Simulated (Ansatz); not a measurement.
# CH₄ClFOSeTi: one species, many methods

One table from this session's results is given with a row withheld; the runs are named, their logs left out.

Computed with Ansatz 0.2.0, Gaussian basis. Level: functionals in def2-TZVPP, the program's frozen cores in correlated methods.

The runs, in order: PBE-D4, r2SCAN-D4, PBE0-D4, B3LYP-D4, ωB97X-V, ωB97M-V, B2PLYP; CCSD(T)/def2-TZVPP; MP2/def2-QZVPP; extrapolation to the limit.

## The geometry

An earlier PBE0-D4 in a triple-zeta def2 set relaxation fixed the geometry.

10 atoms, charge 0, spin multiplicity 1.

Atoms are counted from 1 here; the program's logs count them from 0.

Bond lengths: C1–O2 1.395 Å, C1–H7 1.093 Å, C1–H8 1.093 Å, C1–H9 1.093 Å, O2–Ti3 1.726 Å, Ti3–F4 1.755 Å, Ti3–Cl5 2.201 Å, Ti3–Se6 2.418 Å, Se6–H10 1.473 Å. Angles: O2–C1–H7 109.6°, O2–C1–H8 109.8°, O2–C1–H9 109.2°, H7–C1–H8 109.6°, H7–C1–H9 109.3°, H8–C1–H9 109.3°, C1–O2–Ti3 173.0°, O2–Ti3–F4 112.6°, O2–Ti3–Cl5 110.5°, O2–Ti3–Se6 103.1°, F4–Ti3–Cl5 109.6°, F4–Ti3–Se6 110.1°, Cl5–Ti3–Se6 110.8°, Ti3–Se6–H10 89.7°.

The first run:

Contents of in.yaml:

```yaml
crystal:
  periodic: [false, false, false]
  atoms:
    - {symbol: C, position_ang: [0.086252, -1.928062, -0.566734]}
    - {symbol: O, position_ang: [-0.061147, -0.593163, -0.188429]}
    - {symbol: Ti, position_ang: [-0.412295, 0.994658, 0.390437]}
    - {symbol: F, position_ang: [-1.757016, 1.738152, -0.457128]}
    - {symbol: Cl, position_ang: [-0.835133, 0.952907, 2.549761]}
    - {symbol: Se, position_ang: [1.629543, 2.207213, -0.062513]}
    - {symbol: H, position_ang: [0.051195, -2.566811, 0.319071]}
    - {symbol: H, position_ang: [-0.716167, -2.209274, -1.252802]}
    - {symbol: H, position_ang: [1.049454, -2.056312, -1.066398]}
    - {symbol: H, position_ang: [0.965305, 3.460702, 0.334734]}
basis:
  gaussian: {orbitals: def2-TZVPP}
hamiltonian: {xc: pbe, dispersion: d4}
output: {forces: true, orbitals: {seedname: orbitals}}
```

Started as:

```
$ ansatz run in.yaml --threads 2 --pin off --events-out ev --progress --plain --max-ram 31744MiB --backend cuda --devices 0, --max-vram 18GiB
```

Steps of the session up to this table: PBE-D4 (GGA); r2SCAN-D4 (meta-GGA); PBE0-D4 (hybrid); B3LYP-D4 (hybrid); ωB97X-V (range-separated); ωB97M-V (range-separated); B2PLYP (double hybrid).

One table of the session follows, with a row left open; its other results are not shown here.

It belongs to the step «Orbital energies across the functionals». 

| functional | HOMO (eV) | LUMO (eV) | gap (eV) |
| --- | --- | --- | --- |
| PBE-D4 | -6.21 | -3.36 | 2.85 |
| r2SCAN-D4 | ? | ? | ? |
| PBE0-D4 | -7.35 | -2.55 | 4.80 |
| B3LYP-D4 | -7.11 | -2.78 | 4.34 |
| ωB97X-V | -9.56 | -0.47 | 9.10 |
| ωB97M-V | -9.43 | -0.46 | 8.97 |

**Question.** Estimate the row for r2SCAN-D4.

The run gave: HOMO (eV): -6.50; LUMO (eV): -3.35; gap (eV): 3.15. In the column «HOMO (eV)» it lies between B3LYP-D4 (-7.11) and PBE-D4 (-6.21).
